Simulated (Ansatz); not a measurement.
# AsH₅OSi: a ladder of functionals and wavefunction methods

One table from this session's results is given with a row withheld; the runs are named, their logs left out.

Computed with Ansatz 0.2.0, Gaussian basis. Level: functionals in def2-TZVPP, the program's frozen cores in correlated methods.

The runs, in order: LDA (SPW92), PBE-D4, revPBE-D4, BLYP-D4, r2SCAN-D4, B97M-V, PBE0-D4, B3LYP-D4, r2SCANh-D4, r2SCAN0-D4, HSE06-D4, BHLYP-D4, CAM-B3LYP-D4, LC-ωPBE, ωB97X-V, ωB97M-V, B2PLYP, PBE-QIDH; CCSD(T)/def2-SVP; CCSD(T)/def2-TZVPP; MP2/def2-QZVPP; extrapolation to the limit; RPA on PBE.

### Structure used throughout

The geometry comes from an earlier relaxation with PBE0-D4 in a triple-zeta def2 set; it is a stationary point, not always the lowest conformer.

SMILES `O[AsH][SiH3]`, 8 atoms, charge 0, spin multiplicity 1.

Atoms are counted from 1 here; the program's logs count them from 0.

Bond lengths: O1–As2 1.814 Å, O1–H4 0.961 Å, As2–Si3 2.373 Å, As2–H5 1.531 Å, Si3–H6 1.488 Å, Si3–H7 1.485 Å, Si3–H8 1.485 Å. Angles: As2–O1–H4 107.7°, O1–As2–Si3 94.8°, O1–As2–H5 96.7°, Si3–As2–H5 91.6°, As2–Si3–H6 107.7°, As2–Si3–H7 111.5°, As2–Si3–H8 108.8°, H6–Si3–H7 109.9°, H6–Si3–H8 109.1°, H7–Si3–H8 109.7°.

Set-up of the first run:

in.yaml

```yaml
crystal:
  periodic: [false, false, false]
  atoms:
    - {symbol: O, position_ang: [-1.227589, 0.304535, -1.467876]}
    - {symbol: As, position_ang: [-0.527932, 1.192980, -0.050090]}
    - {symbol: Si, position_ang: [0.626489, -0.692149, 0.813345]}
    - {symbol: H, position_ang: [-2.101280, 0.666429, -1.636278]}
    - {symbol: H, position_ang: [0.733874, 1.694304, -0.757776]}
    - {symbol: H, position_ang: [1.616715, -0.198949, 1.809097]}
    - {symbol: H, position_ang: [1.321170, -1.444253, -0.261749]}
    - {symbol: H, position_ang: [-0.349448, -1.579999, 1.495529]}
basis:
  gaussian: {orbitals: def2-TZVPP}
hamiltonian: {xc: lda}
output: {orbitals: {seedname: orbitals}}
```

On the command line:

```sh
$ ansatz run in.yaml --threads 2 --pin off --events-out ev --progress --plain --max-ram 4352MiB
```

Among the steps run: LDA; PBE-D4 (GGA); revPBE-D4 (GGA); BLYP-D4 (GGA); r2SCAN-D4 (meta-GGA); B97M-V (meta-GGA); PBE0-D4 (hybrid); B3LYP-D4 (hybrid); r2SCANh-D4 (hybrid); r2SCAN0-D4 (hybrid); HSE06-D4 (hybrid); BHLYP-D4 (hybrid); CAM-B3LYP-D4 (range-separated); LC-ωPBE (range-separated); ωB97X-V (range-separated); ωB97M-V (range-separated); B2PLYP (double hybrid); PBE-QIDH (double hybrid).

One of the session's tables, all rows but one given; the rest of the session is left out.

It belongs to the step «Frontier levels by functional». 

| functional | HOMO (eV) | gap (eV) |
| --- | --- | --- |
| LDA (SPW92) | -6.23 | 4.31 |
| PBE-D4 | -6.10 | 4.39 |
| revPBE-D4 | -6.05 | 4.44 |
| BLYP-D4 | -5.96 | 4.37 |
| r2SCAN-D4 | -6.35 | 4.88 |
| B97M-V | -6.45 | 4.93 |
| PBE0-D4 | -7.20 | 6.38 |
| B3LYP-D4 | -7.00 | 5.95 |
| r2SCANh-D4 | -6.75 | 5.60 |
| r2SCAN0-D4 | -7.36 | 6.68 |
| HSE06-D4 | -6.81 | 5.61 |
| BHLYP-D4 | -8.17 | 8.27 |
| CAM-B3LYP-D4 | -8.45 | 8.68 |
| LC-ωPBE | ? | ? |
| ωB97X-V | -9.42 | 10.69 |
| ωB97M-V | -9.27 | 10.33 |

Q: Estimate the row for LC-ωPBE from the others.

**Answer.** HOMO (eV): -9.74; gap (eV): 11.16. In the column «HOMO (eV)» it is the lowest.
